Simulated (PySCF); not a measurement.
# C2H3Ga: the cost of one run

The runs use PySCF 2.14.0, with density-fitted response routines of our own; the level of theory stands in each step. All values are computed, except where a source is named. Atoms are numbered from 0 throughout.

## 1. The starting structure

6 atoms, charge 0, multiplicity 1; geometry from: GFN2-xTB. The atoms were then displaced at random by about 0.01 Å, so the start is not that level's minimum.

Bonds of the start (Å): C0–C1 1.19, C1–Ga2 1.94, C0–H3 1.04, Ga2–H4 1.57, Ga2–H5 1.57.

## 2. Optimising the geometry at PBE0-D3(BJ)/def2-SVP

The job: settings as JSON, then the geometry in Å.

```
{"job": {"xc": "PBE0", "basis": "def2-SVP", "d3": "d3bj", "grid": 1, "shake": 0.01, "kind": "geom"}, "charge": 0, "multiplicity": 1}
C     -1.689120     0.178110     0.849660
C     -0.606800     0.068760     0.376450
Ga     1.169420    -0.142690    -0.383350
H     -2.644080     0.319190     1.249010
H      1.771250     0.958580    -1.323210
H      2.023490    -1.411970    -0.040220
```

Launch:

```
$ OMP_NUM_THREADS=1 python probes_run.py task.json out
```

This one command runs all jobs of the session in turn.

Q: Estimate the wall time and peak memory of this first job on 1 thread of Arm Neoverse V2, shared host.

About 13 s, with a peak of 0.31 GiB.
